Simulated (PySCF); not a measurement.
**A gas-phase reaction: CH5NZn + BrH → CH3BrZn + H3N**

What reaction energy should one expect for `[CH3][Zn][NH2]` + `Br` → `[CH3][Zn][Br]` + `N`?

Programs: PySCF 2.14.0. All values are calculated, for the isolated system unless a continuum is named. Atoms count from 0, parts from 1.

## 1. Starting point

Each species was relaxed by itself at PBE0-D3(BJ)/def2-SVPD.

## 2. Energies of the species: wB97M-D3(BJ)/def2-TZVPD

What the job is given:

```
{"job": {"kind": "react", "xc": "wB97M-D3(BJ)", "basis": "def2-TZVPD"}, "charge": 0, "multiplicity": 1}
-1 CH5NZn charge 0 multiplicity 1
C     -0.621450     0.405220     1.462290
Zn     0.109600    -0.073450    -0.256760
N      0.798740    -0.522780    -1.878150
H      0.011170     0.036520     2.283990
H     -1.624440    -0.025610     1.603640
H     -0.711130     1.495880     1.576520
H      1.785440    -0.573100    -2.091950
H      0.252190    -0.742680    -2.699540

-1 BrH charge 0 multiplicity 1
Br     0.715000    -0.008320     0.007490
H     -0.708520     0.011910    -0.008090

+1 CH3BrZn charge 0 multiplicity 1
C     -0.108320     0.568660    -0.585060
Zn     0.145560    -0.762270     0.783780
Br     0.442540    -2.328710     2.389760
H      0.762650     1.237370    -0.645990
H     -0.994580     1.184010    -0.372180
H     -0.247550     0.100530    -1.570120

+1 H3N charge 0 multiplicity 1
N      0.003330    -0.003420     0.284510
H     -0.757230    -0.557710    -0.097810
H     -0.101840     0.939250    -0.079070
H      0.866980    -0.376730    -0.098410
```

With the program's defaults for keys left out, this is: wB97M-D3(BJ)/def2-TZVPD reaction energy of separated species, gas phase.

Launch:

```bash
$ OMP_NUM_THREADS=1 python cluster_run.py task.json out
```

The driver reads the jobs from task.json and runs them one after another.

The log of the run:

```text
species 1 (CH5NZn)
coarse grid: 30104 points
cycle   1  E = -1875.2623132487  dE = -2.715e-01  |g| = 8.806e-01  |ddm| = 2.367e+00
cycle   2  E = -1875.1981242755  dE =  6.419e-02  |g| = 1.394e+00  |ddm| = 1.723e+00
cycle   3  E = -1875.3530710797  dE = -1.549e-01  |g| = 8.709e-02  |ddm| = 6.128e-01
cycle   4  E = -1875.3545951769  dE = -1.524e-03  |g| = 4.176e-02  |ddm| = 9.040e-02
cycle   5  E = -1875.3550097705  dE = -4.146e-04  |g| = 1.031e-02  |ddm| = 6.043e-02
cycle   6  E = -1875.3550457344  dE = -3.596e-05  |g| = 3.994e-03  |ddm| = 2.684e-02
cycle   7  E = -1875.3550521302  dE = -6.396e-06  |g| = 1.375e-03  |ddm| = 7.091e-03
final grid: 62104 points
cycle   8  E = -1875.3549227876  dE = -3.089e-07  |g| = 1.721e-03  |ddm| = 3.858e-03
cycle   9  E = -1875.3549225066  dE =  2.809e-07  |g| = 2.970e-03  |ddm| = 1.936e-03
cycle  10  E = -1875.3549230704  dE = -5.638e-07  |g| = 1.292e-04  |ddm| = 1.033e-03
cycle  11  E = -1875.3549230791  dE = -8.672e-09  |g| = 7.790e-05  |ddm| = 2.779e-04
cycle  12  E = -1875.3549230826  dE = -3.536e-09  |g| = 1.969e-05  |ddm| = 2.086e-04
cycle  13  E = -1875.3549230827  dE = -8.959e-11  |g| = 4.261e-06  |ddm| = 2.343e-05
converged SCF energy = -1875.3549230827

species 2 (BrH)
coarse grid: 9808 points
cycle   1  E = -2574.7444817681  dE = -1.115e+00  |g| = 2.814e-01  |ddm| = 9.887e-01
cycle   2  E = -2574.7574488494  dE = -1.297e-02  |g| = 1.487e-01  |ddm| = 2.655e-01
cycle   3  E = -2574.7608846536  dE = -3.436e-03  |g| = 8.657e-03  |ddm| = 8.708e-02
cycle   4  E = -2574.7609220188  dE = -3.737e-05  |g| = 2.523e-03  |ddm| = 1.268e-02
cycle   5  E = -2574.7609264492  dE = -4.430e-06  |g| = 6.497e-04  |ddm| = 4.934e-03
final grid: 18448 points
cycle   6  E = -2574.7609110722  dE = -1.922e-07  |g| = 3.886e-04  |ddm| = 9.246e-04
cycle   7  E = -2574.7609110998  dE = -2.763e-08  |g| = 2.731e-04  |ddm| = 3.938e-04
cycle   8  E = -2574.7609111069  dE = -7.069e-09  |g| = 3.377e-05  |ddm| = 1.360e-04
cycle   9  E = -2574.7609111079  dE = -1.032e-09  |g| = 1.120e-05  |ddm| = 6.290e-05
cycle  10  E = -2574.7609111080  dE = -4.775e-11  |g| = 1.705e-06  |ddm| = 1.293e-05
converged SCF energy = -2574.7609111080

species 3 (CH3BrZn)
coarse grid: 27368 points
cycle   1  E = -4393.5050501906  dE = -1.280e+00  |g| = 8.302e-01  |ddm| = 2.212e+00
cycle   2  E = -4393.4574616717  dE =  4.759e-02  |g| = 1.336e+00  |ddm| = 1.683e+00
cycle   3  E = -4393.5779584244  dE = -1.205e-01  |g| = 6.496e-02  |ddm| = 5.773e-01
cycle   4  E = -4393.5790448733  dE = -1.086e-03  |g| = 1.563e-02  |ddm| = 1.030e-01
cycle   5  E = -4393.5791809231  dE = -1.360e-04  |g| = 6.836e-03  |ddm| = 5.658e-02
cycle   6  E = -4393.5791976561  dE = -1.673e-05  |g| = 1.866e-03  |ddm| = 1.458e-02
cycle   7  E = -4393.5791995770  dE = -1.921e-06  |g| = 7.095e-04  |ddm| = 6.267e-03
final grid: 53440 points
cycle   8  E = -4393.5791230121  dE = -2.366e-07  |g| = 6.384e-04  |ddm| = 6.524e-03
cycle   9  E = -4393.5791230123  dE = -2.001e-10  |g| = 9.011e-04  |ddm| = 8.582e-04
cycle  10  E = -4393.5791230799  dE = -6.756e-08  |g| = 1.156e-04  |ddm| = 4.810e-04
cycle  11  E = -4393.5791230828  dE = -2.885e-09  |g| = 4.570e-05  |ddm| = 1.166e-04
cycle  12  E = -4393.5791230836  dE = -7.867e-10  |g| = 1.185e-05  |ddm| = 9.419e-05
converged SCF energy = -4393.5791230836

species 4 (H3N)
coarse grid: 12536 points
cycle   1  E = -56.5694017964  dE = -1.294e-01  |g| = 3.024e-01  |ddm| = 1.089e+00
cycle   2  E = -56.5779562769  dE = -8.554e-03  |g| = 2.716e-01  |ddm| = 2.676e-01
cycle   3  E = -56.5918782389  dE = -1.392e-02  |g| = 2.124e-02  |ddm| = 1.115e-01
cycle   4  E = -56.5919838529  dE = -1.056e-04  |g| = 5.194e-03  |ddm| = 1.728e-02
cycle   5  E = -56.5919949911  dE = -1.114e-05  |g| = 7.323e-04  |ddm| = 8.718e-03
cycle   6  E = -56.5919954063  dE = -4.152e-07  |g| = 1.111e-04  |ddm| = 3.175e-03
final grid: 27112 points
cycle   7  E = -56.5919837511  dE = -1.562e-08  |g| = 6.420e-05  |ddm| = 6.920e-04
cycle   8  E = -56.5919837531  dE = -2.010e-09  |g| = 5.209e-05  |ddm| = 2.247e-04
cycle   9  E = -56.5919837538  dE = -6.537e-10  |g| = 1.212e-05  |ddm| = 4.839e-05
converged SCF energy = -56.5919837538

Reaction energy = -34.534 kcal/mol
```

Run time: 40 s. Hardware: 1 thread of Arm Neoverse N1, shared host; peak memory 0.64 GiB.

Species by species (with the dispersion term, which the log's SCF energies lack):

| ν | species | energy (Eh) | HOMO (eV) |
| --- | --- | --- | --- |
| -1 | [CH3][Zn][NH2] | -1875.36074 | -8.95 |
| -1 | Br | -2574.76148 | -11.15 |
| +1 | [CH3][Zn][Br] | -4393.58367 | -10.46 |
| +1 | N | -56.59358 | -10.26 |

## 3. Energies of the species: PBE0-D3(BJ)/def2-TZVPD

Same as in step 2 but for these lines:

```diff
@@ -1,2 +1,2 @@
-{"job": {"kind": "react", "xc": "wB97M-D3(BJ)", "basis": "def2-TZVPD"}, "charge": 0, "multiplicity": 1}
+{"job": {"kind": "react", "xc": "PBE0", "basis": "def2-TZVPD", "disp": "d3bj"}, "charge": 0, "multiplicity": 1}
 -1 CH5NZn charge 0 multiplicity 1
```

With the program's defaults for keys left out, this is: PBE0-D3(BJ)/def2-TZVPD reaction energy of separated species, gas phase.

The log of the run:

```text
species 1 (CH5NZn)
coarse grid: 30104 points
cycle   1  E = -1874.8010239237  dE = -2.878e-01  |g| = 1.073e+00  |ddm| = 2.711e+00
cycle   2  E = -1874.5051765282  dE =  2.958e-01  |g| = 2.044e+00  |ddm| = 2.438e+00
cycle   3  E = -1874.9387366549  dE = -4.336e-01  |g| = 1.060e-01  |ddm| = 1.343e+00
cycle   4  E = -1874.9409874400  dE = -2.251e-03  |g| = 5.616e-02  |ddm| = 1.635e-01
cycle   5  E = -1874.9416973145  dE = -7.099e-04  |g| = 8.174e-03  |ddm| = 5.259e-02
cycle   6  E = -1874.9417069183  dE = -9.604e-06  |g| = 4.867e-03  |ddm| = 7.694e-03
cycle   7  E = -1874.9417104923  dE = -3.574e-06  |g| = 4.616e-04  |ddm| = 3.363e-03
final grid: 62104 points
cycle   8  E = -1874.9416829077  dE =  5.760e-09  |g| = 5.497e-04  |ddm| = 7.232e-03
cycle   9  E = -1874.9416827971  dE =  1.106e-07  |g| = 9.067e-04  |ddm| = 1.019e-03
cycle  10  E = -1874.9416829727  dE = -1.757e-07  |g| = 5.386e-05  |ddm| = 5.811e-04
cycle  11  E = -1874.9416829732  dE = -5.016e-10  |g| = 7.071e-06  |ddm| = 5.749e-05
converged SCF energy = -1874.9416829732

species 2 (BrH)
coarse grid: 9808 points
cycle   1  E = -2574.4494535925  dE = -1.081e+00  |g| = 2.724e-01  |ddm| = 1.042e+00
cycle   2  E = -2574.4540918517  dE = -4.638e-03  |g| = 1.699e-01  |ddm| = 2.601e-01
cycle   3  E = -2574.4588662243  dE = -4.774e-03  |g| = 3.007e-02  |ddm| = 1.194e-01
cycle   4  E = -2574.4590977081  dE = -2.315e-04  |g| = 4.156e-03  |ddm| = 2.212e-02
cycle   5  E = -2574.4591017106  dE = -4.002e-06  |g| = 1.311e-03  |ddm| = 4.270e-03
final grid: 18448 points
cycle   6  E = -2574.4591027974  dE = -7.034e-08  |g| = 1.375e-03  |ddm| = 2.024e-03
cycle   7  E = -2574.4591028117  dE = -1.434e-08  |g| = 1.399e-03  |ddm| = 1.791e-03
cycle   8  E = -2574.4591030326  dE = -2.209e-07  |g| = 5.149e-05  |ddm| = 8.398e-04
cycle   9  E = -2574.4591030333  dE = -6.562e-10  |g| = 1.026e-05  |ddm| = 4.413e-05
converged SCF energy = -2574.4591030333

species 3 (CH3BrZn)
coarse grid: 27368 points
cycle   1  E = -4392.8341242189  dE = -1.306e+00  |g| = 1.006e+00  |ddm| = 2.583e+00
cycle   2  E = -4392.6377750608  dE =  1.963e-01  |g| = 1.894e+00  |ddm| = 2.403e+00
cycle   3  E = -4392.9405766946  dE = -3.028e-01  |g| = 1.043e-01  |ddm| = 1.304e+00
cycle   4  E = -4392.9424080764  dE = -1.831e-03  |g| = 3.854e-02  |ddm| = 1.699e-01
cycle   5  E = -4392.9427140168  dE = -3.059e-04  |g| = 9.286e-03  |ddm| = 4.053e-02
cycle   6  E = -4392.9427324634  dE = -1.845e-05  |g| = 2.090e-03  |ddm| = 1.057e-02
cycle   7  E = -4392.9427335617  dE = -1.098e-06  |g| = 7.357e-04  |ddm| = 2.807e-03
final grid: 53440 points
cycle   8  E = -4392.9427208332  dE =  9.077e-10  |g| = 1.429e-03  |ddm| = 2.919e-03
cycle   9  E = -4392.9427203500  dE =  4.832e-07  |g| = 2.878e-03  |ddm| = 2.660e-03
cycle  10  E = -4392.9427210454  dE = -6.954e-07  |g| = 2.175e-04  |ddm| = 1.463e-03
cycle  11  E = -4392.9427210537  dE = -8.290e-09  |g| = 1.166e-05  |ddm| = 1.879e-04
cycle  12  E = -4392.9427210537  dE = -2.728e-12  |g| = 9.133e-06  |ddm| = 2.121e-05
converged SCF energy = -4392.9427210537

species 4 (H3N)
coarse grid: 2928 points
cycle   1  E = -56.4892820771  dE = -9.637e-02  |g| = 3.707e-01  |ddm| = 1.102e+00
cycle   2  E = -56.4628583533  dE =  2.642e-02  |g| = 5.179e-01  |ddm| = 4.438e-01
cycle   3  E = -56.5199559712  dE = -5.710e-02  |g| = 1.577e-02  |ddm| = 2.489e-01
cycle   4  E = -56.5200045659  dE = -4.859e-05  |g| = 3.353e-03  |ddm| = 8.664e-03
cycle   5  E = -56.5200067361  dE = -2.170e-06  |g| = 3.226e-04  |ddm| = 2.234e-03
final grid: 27112 points
cycle   6  E = -56.5150236352  dE = -1.163e-05  |g| = 5.579e-03  |ddm| = 1.575e-02
cycle   7  E = -56.5150182306  dE =  5.405e-06  |g| = 7.638e-03  |ddm| = 6.021e-03
cycle   8  E = -56.5150298496  dE = -1.162e-05  |g| = 1.320e-04  |ddm| = 3.440e-03
cycle   9  E = -56.5150298535  dE = -3.867e-09  |g| = 3.223e-05  |ddm| = 9.895e-05
cycle  10  E = -56.5150298537  dE = -2.789e-10  |g| = 3.569e-06  |ddm| = 2.380e-05
converged SCF energy = -56.5150298537

Reaction energy = -35.825 kcal/mol
```

It took 21 s on 1 thread of Arm Neoverse N1, shared host; peak memory 0.6 GiB.

Reaction energy at this level: -35.83 kcal/mol.

## 4. Reaction energy: MP2/def2-TZVPD

Same as in step 3 but for these lines:

```diff
@@ -1,2 +1,2 @@
-{"job": {"kind": "react", "xc": "PBE0", "basis": "def2-TZVPD", "disp": "d3bj"}, "charge": 0, "multiplicity": 1}
+{"job": {"kind": "react", "xc": "MP2", "basis": "def2-TZVPD"}, "charge": 0, "multiplicity": 1}
 -1 CH5NZn charge 0 multiplicity 1
```

With the program's defaults for keys left out, this is: MP2/def2-TZVPD reaction energy of separated species, gas phase.

The log of the run:

```text
species 1 (CH5NZn)
final grid: 62104 points
cycle   1  E = -1873.0146055908  dE = -2.927e-01  |g| = 4.528e-01  |ddm| = 2.240e+00
cycle   2  E = -1873.0460067057  dE = -3.140e-02  |g| = 4.061e-01  |ddm| = 8.305e-01
cycle   3  E = -1873.0614293171  dE = -1.542e-02  |g| = 6.455e-02  |ddm| = 1.654e-01
cycle   4  E = -1873.0625823097  dE = -1.153e-03  |g| = 3.286e-02  |ddm| = 1.224e-01
cycle   5  E = -1873.0628399707  dE = -2.577e-04  |g| = 6.541e-03  |ddm| = 3.853e-02
cycle   6  E = -1873.0628675248  dE = -2.755e-05  |g| = 1.664e-03  |ddm| = 1.926e-02
cycle   7  E = -1873.0628696293  dE = -2.104e-06  |g| = 4.891e-04  |ddm| = 5.241e-03
cycle   8  E = -1873.0628697521  dE = -1.228e-07  |g| = 1.188e-04  |ddm| = 1.111e-03
cycle   9  E = -1873.0628697617  dE = -9.577e-09  |g| = 3.936e-05  |ddm| = 3.515e-04
cycle  10  E = -1873.0628697627  dE = -1.013e-09  |g| = 1.298e-05  |ddm| = 1.100e-04
cycle  11  E = -1873.0628697628  dE = -1.501e-10  |g| = 5.105e-06  |ddm| = 4.449e-05
converged SCF energy = -1873.0628697628

species 2 (BrH)
final grid: 18448 points
cycle   1  E = -2572.9852622907  dE = -1.144e+00  |g| = 2.202e-01  |ddm| = 9.640e-01
cycle   2  E = -2572.9999186455  dE = -1.466e-02  |g| = 7.760e-02  |ddm| = 2.157e-01
cycle   3  E = -2573.0014424165  dE = -1.524e-03  |g| = 1.588e-02  |ddm| = 5.815e-02
cycle   4  E = -2573.0016143158  dE = -1.719e-04  |g| = 5.005e-03  |ddm| = 1.886e-02
cycle   5  E = -2573.0016334415  dE = -1.913e-05  |g| = 1.691e-03  |ddm| = 6.805e-03
cycle   6  E = -2573.0016348445  dE = -1.403e-06  |g| = 3.418e-04  |ddm| = 2.059e-03
cycle   7  E = -2573.0016349181  dE = -7.363e-08  |g| = 5.979e-05  |ddm| = 6.414e-04
cycle   8  E = -2573.0016349195  dE = -1.432e-09  |g| = 8.468e-06  |ddm| = 8.660e-05
cycle   9  E = -2573.0016349196  dE = -4.775e-11  |g| = 1.310e-06  |ddm| = 1.889e-05
converged SCF energy = -2573.0016349196

species 3 (CH3BrZn)
final grid: 53440 points
cycle   1  E = -4389.8661485006  dE = -1.289e+00  |g| = 4.229e-01  |ddm| = 2.087e+00
cycle   2  E = -4389.8970599266  dE = -3.091e-02  |g| = 4.171e-01  |ddm| = 8.673e-01
cycle   3  E = -4389.9104024839  dE = -1.334e-02  |g| = 5.496e-02  |ddm| = 1.729e-01
cycle   4  E = -4389.9114964029  dE = -1.094e-03  |g| = 1.771e-02  |ddm| = 1.224e-01
cycle   5  E = -4389.9116520921  dE = -1.557e-04  |g| = 6.220e-03  |ddm| = 3.744e-02
cycle   6  E = -4389.9116686587  dE = -1.657e-05  |g| = 1.904e-03  |ddm| = 1.297e-02
cycle   7  E = -4389.9116716536  dE = -2.995e-06  |g| = 5.438e-04  |ddm| = 6.661e-03
cycle   8  E = -4389.9116718484  dE = -1.948e-07  |g| = 1.271e-04  |ddm| = 1.717e-03
cycle   9  E = -4389.9116718568  dE = -8.386e-09  |g| = 2.518e-05  |ddm| = 3.719e-04
cycle  10  E = -4389.9116718574  dE = -5.793e-10  |g| = 7.904e-06  |ddm| = 9.915e-05
converged SCF energy = -4389.9116718574

species 4 (H3N)
final grid: 27112 points
cycle   1  E = -56.2058936475  dE = -1.621e-01  |g| = 2.298e-01  |ddm| = 1.073e+00
cycle   2  E = -56.2178839603  dE = -1.199e-02  |g| = 7.796e-02  |ddm| = 1.404e-01
cycle   3  E = -56.2190892323  dE = -1.205e-03  |g| = 2.444e-02  |ddm| = 4.020e-02
cycle   4  E = -56.2192485573  dE = -1.593e-04  |g| = 5.225e-03  |ddm| = 1.749e-02
cycle   5  E = -56.2192626885  dE = -1.413e-05  |g| = 1.112e-03  |ddm| = 7.204e-03
cycle   6  E = -56.2192639080  dE = -1.219e-06  |g| = 2.934e-04  |ddm| = 3.286e-03
cycle   7  E = -56.2192640026  dE = -9.467e-08  |g| = 4.961e-05  |ddm| = 9.839e-04
cycle   8  E = -56.2192640047  dE = -2.082e-09  |g| = 4.563e-06  |ddm| = 1.082e-04
cycle   9  E = -56.2192640047  dE = -1.374e-11  |g| = 5.841e-07  |ddm| = 2.273e-05
converged SCF energy = -56.2192640047

Reaction energy = -32.990 kcal/mol
```

Wall time 11 s (1 thread of Arm Neoverse N1, shared host); peak memory 0.49 GiB.

Reaction energy at this level: -32.99 kcal/mol.

## 5. Comparing the runs

Energies in kcal/mol, with wall time:

| run | reaction | time |
| --- | --- | --- |
| wB97M-D3(BJ)/def2-TZVPD | -34.53 | 40 s |
| PBE0-D3(BJ)/def2-TZVPD | -35.83 | 21 s |
| MP2/def2-TZVPD | -32.99 | 11 s |

## 6. What came out

```
                                                quantity                      value
               reaction energy (wB97M-D3(BJ)/def2-TZVPD)            -34.53 kcal/mol
                     ΔH, ΔG at 298 K (xTB thermal terms)      -30.9, -29.6 kcal/mol
range of the reaction energy over the runs of this table  -35.83 to -32.99 kcal/mol
```

**Reading.** The reaction is exothermic by 30.9 kcal/mol in the gas phase; dispersion gives +0.15, and xTB itself gave -37.56 for the electronic energy (xTB energies and thermal terms come from the earlier relaxation of each species, not shown). No barrier was sought. The reaction energy runs from -35.83 (PBE0-D3(BJ)/def2-TZVPD) to -32.99 kcal/mol (MP2/def2-TZVPD).
